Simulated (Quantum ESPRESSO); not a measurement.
**TaTe in Quantum ESPRESSO: the effect of target pressure**

Crystal: TaTe.

```
Ta Te
1.0
     3.42009    0.00000    0.00000
     0.00000    3.42009    0.00000
     0.00000    0.00000    3.42009
Ta Te
1 1
Direct
  0.50000 0.50000 0.50000
  0.00000 0.00000 0.00000
```

The cell was built by a generator and needn't be a form met in nature.

Alike in all runs:

| Quantity | Value |
| --- | --- |
| Program | Quantum ESPRESSO 7.5 |
| Task | phonons |
| Functional | PBEsol |
| Potentials or basis | PseudoDojo 0.4.1 SR PBEsol standard |
| Cutoff | 1088 eV |
| Density cutoff | 4354 eV |
| k mesh | 6 × 6 × 6, shifted |
| Occupations | fermi-dirac, width 0.05 eV |
| Spin | no spin polarisation |

Each run relaxes the cell or the atoms first.

```csv
target pressure,relaxed volume (Å³/atom),highest phonon frequency (cm⁻¹)
0 GPa,19.39,129
2 GPa,19.15,134
5 GPa,18.82,141
10 GPa,?,?
15 GPa,17.89,161
```

Q: What does the run with target pressure 10 GPa give?

A: Relaxed volume 18.33 Å³/atom; highest phonon frequency 151 cm⁻¹.

Worked out: In Murnaghan's law V^(-B') rises as a straight line in P. The other rows fit best with B' = 4.1, V0 = 19.39 Å³/atom and B0 = 157 GPa, which gives 18.32 Å³/atom at 10 GPa, against the run's 18.33. A straight line through the other rows of the highest phonon frequency, of slope 2.11 cm⁻¹ per GPa, gives 151 cm⁻¹, against the run's 151.

Caveats: the mesh is thin for the phonons of a metal; the cell is more than 3 GPa from zero pressure, which shifts response properties (some runs).
